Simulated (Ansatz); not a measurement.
# C₂H₈GaN: basis-set convergence

One table from this session's results is given with a row withheld; the runs are named, their logs left out.

Computed with Ansatz 0.2.0, Gaussian basis. Level: one geometry, several basis sets.

Levels to be run: PBE0-D4/def2-SVP; ωB97M-V/def2-SVP; PBE0-D4/def2-QZVPP; ωB97M-V/def2-QZVPP; the functionals' def2-TZVPP values are taken from earlier runs.

### Structure used throughout

The geometry comes from an earlier relaxation with PBE0-D4 in a triple-zeta def2 set; it is a stationary point, not always the lowest conformer.

SMILES `C[CH](N)[GaH2]`, 12 atoms, charge 0, spin multiplicity 1.

Atoms are counted from 1 here; the program's logs count them from 0.

Bond lengths: C1–C2 1.509 Å, C1–H5 1.092 Å, C1–H6 1.096 Å, C1–H7 1.095 Å, C2–N3 1.477 Å, C2–Ga4 1.975 Å, C2–H8 1.091 Å, N3–H9 1.011 Å, N3–H10 1.013 Å, Ga4–H11 1.574 Å, Ga4–H12 1.576 Å. Angles: C2–C1–H5 110.6°, C2–C1–H6 111.1°, C2–C1–H7 111.5°, H5–C1–H6 108.5°, H5–C1–H7 107.2°, H6–C1–H7 107.7°, C1–C2–N3 110.1°, C1–C2–Ga4 119.5°, C1–C2–H8 110.5°, N3–C2–Ga4 93.8°, N3–C2–H8 107.1°, Ga4–C2–H8 114.0°, C2–N3–H9 115.6°, C2–N3–H10 114.7°, H9–N3–H10 111.2°, C2–Ga4–H11 119.5°, C2–Ga4–H12 116.5°, H11–Ga4–H12 120.9°.

The first run:

in.yaml reads:

```yaml
crystal:
  periodic: [false, false, false]
  atoms:
    - {symbol: C, position_ang: [-1.106951, 0.972234, 0.457480]}
    - {symbol: C, position_ang: [0.057864, 0.438175, -0.338997]}
    - {symbol: N, position_ang: [1.233648, 0.264825, 0.537102]}
    - {symbol: Ga, position_ang: [0.053674, -1.447439, -0.925269]}
    - {symbol: H, position_ang: [-1.966365, 1.151714, -0.192210]}
    - {symbol: H, position_ang: [-0.845785, 1.911663, 0.957491]}
    - {symbol: H, position_ang: [-1.425209, 0.261949, 1.227448]}
    - {symbol: H, position_ang: [0.341793, 1.144971, -1.119677]}
    - {symbol: H, position_ang: [2.104322, 0.064229, 0.064401]}
    - {symbol: H, position_ang: [1.089957, -0.361357, 1.319680]}
    - {symbol: H, position_ang: [1.043726, -1.909220, -2.058073]}
    - {symbol: H, position_ang: [-0.580664, -2.491754, 0.070615]}
basis:
  gaussian: {orbitals: def2-SVP}
hamiltonian: {xc: pbe0, dispersion: d4}
output: {orbitals: {seedname: orbitals}}
```

The run is started by

```bash
ansatz run in.yaml --threads 2 --pin off --events-out ev --progress --plain --max-ram 32768MiB --backend cpu
```

Among the steps run: PBE0-D4 in def2-SVP; ωB97M-V in def2-SVP; PBE0-D4 in def2-QZVPP; ωB97M-V in def2-QZVPP.

One table of the session follows, with a row left open; its other results are not shown here.

It belongs to the step «Density functionals: the series». 

```
functional       basis  HOMO (eV)
   PBE0-D4    def2-SVP      -6.04
   PBE0-D4  def2-TZVPP      -6.12
   PBE0-D4  def2-QZVPP          ?
   ωB97M-V    def2-SVP      -8.19
   ωB97M-V  def2-TZVPP      -8.30
   ωB97M-V  def2-QZVPP      -8.33
```

**Question.** Estimate the row for PBE0-D4, def2-QZVPP.

**Answer.** HOMO (eV): -6.15. In the column «HOMO (eV)» it lies between ωB97M-V, def2-SVP (-8.19) and PBE0-D4, def2-TZVPP (-6.12).
